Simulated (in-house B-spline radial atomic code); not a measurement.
# Ag⁶⁺: ionisation energy by several methods

Wanted: one ionisation energy, Ag⁶⁺ to configuration [Kr] 4d4, up the ladder of functionals.

Program: in-house B-spline radial atomic code version 1. Level of theory: Dirac-Coulomb, several functionals; spherical all-electron atom at the radial basis limit. These are calculated values, not measurements, unless marked.

## 1. The atom as given

* element: silver (Z = 47)
* charge: +6
* electrons: 41
* configuration: [Kr] 4d5
* nucleus: Fermi, rms radius 4.545 fm

Outer shells as boxes (Hund's rule):

[Kr] 4d5
```
[Kr] core
4d [↑ ][↑ ][↑ ][↑ ][↑ ]
```

The boxes only draw the filling; these runs are spin-restricted and spherical.

## 2. LDA (PW92)

The run's settings:

```ini
Z = 47
electrons = 41.0
configuration = [Kr] 4d5
hamiltonian = dirac
method = lda,pw
spin_polarised = False
nucleus = fermi
rms_radius = 4.5454
mass_number = 107
atomic_mass = 106.905091509
speed_of_light = 137.035999084
```

## 3. PBEsol

Changes to the settings of step 2:

```diff
@@ -4,3 +4,3 @@
 hamiltonian = dirac
-method = lda,pw
+method = pbesol
 spin_polarised = False
```

## 4. relativistic LDA

Changes to the settings of step 3:

```diff
@@ -4,3 +4,3 @@
 hamiltonian = dirac
-method = pbesol
+method = lda_x_rel,vwn
 spin_polarised = False
```

## 5. PW91

Changes to the settings of step 4:

```diff
@@ -4,3 +4,3 @@
 hamiltonian = dirac
-method = lda_x_rel,vwn
+method = pw91,pw91
 spin_polarised = False
```

## 6. exchange-only LDA

Changes to the settings of step 5:

```diff
@@ -4,3 +4,3 @@
 hamiltonian = dirac
-method = pw91,pw91
+method = lda,
 spin_polarised = False
```

## 7. RPBE

Changes to the settings of step 6:

```diff
@@ -4,3 +4,3 @@
 hamiltonian = dirac
-method = lda,
+method = rpbe,pbe
 spin_polarised = False
```

Before running: The tabulated ionisation energy is 106 ± 2 eV (tabulated theoretical; NIST Atomic Spectra Database). What does each method give, and which comes nearest?

As calculated:

| method | rung | total energy (hartree) | ΔSCF (eV) | −ε highest (eV) | ΔSCF less tabulated (eV) |
| --- | --- | --- | --- | --- | --- |
| LDA (PW92) | LDA | -5302.1616 | 105.21 | 95.33 (4d5/2) | -0.79 |
| relativistic LDA | LDA | -5295.3092 | 105.24 | 95.36 (4d5/2) | -0.76 |
| exchange-only LDA | LDA | -5298.0499 | 103.33 | 93.48 (4d5/2) | -2.67 |
| PBEsol | GGA | -5304.5886 | 105.01 | 95.13 (4d5/2) | -0.99 |
| PW91 | GGA | -5307.9299 | 105.14 | 95.26 (4d5/2) | -0.86 |
| RPBE | GGA | -5307.4461 | 105.01 | 95.13 (4d5/2) | -0.99 |

What this shows: Against the tabulated ionisation energy, 106 ± 2 eV (tabulated theoretical; NIST Atomic Spectra Database), the best here is relativistic LDA (-0.76 eV) and the worst exchange-only LDA (-2.67 eV, or 2.5 %). The table's own uncertainty exceeds the spread between the methods, so their order is not settled. Open shells are averaged (over orientations, and over spins where the run is restricted), while tables refer to the lowest levels. For the semilocal functionals minus the highest level recovers only 90 to 91 % of their own ΔSCF value, a mark of self-interaction.
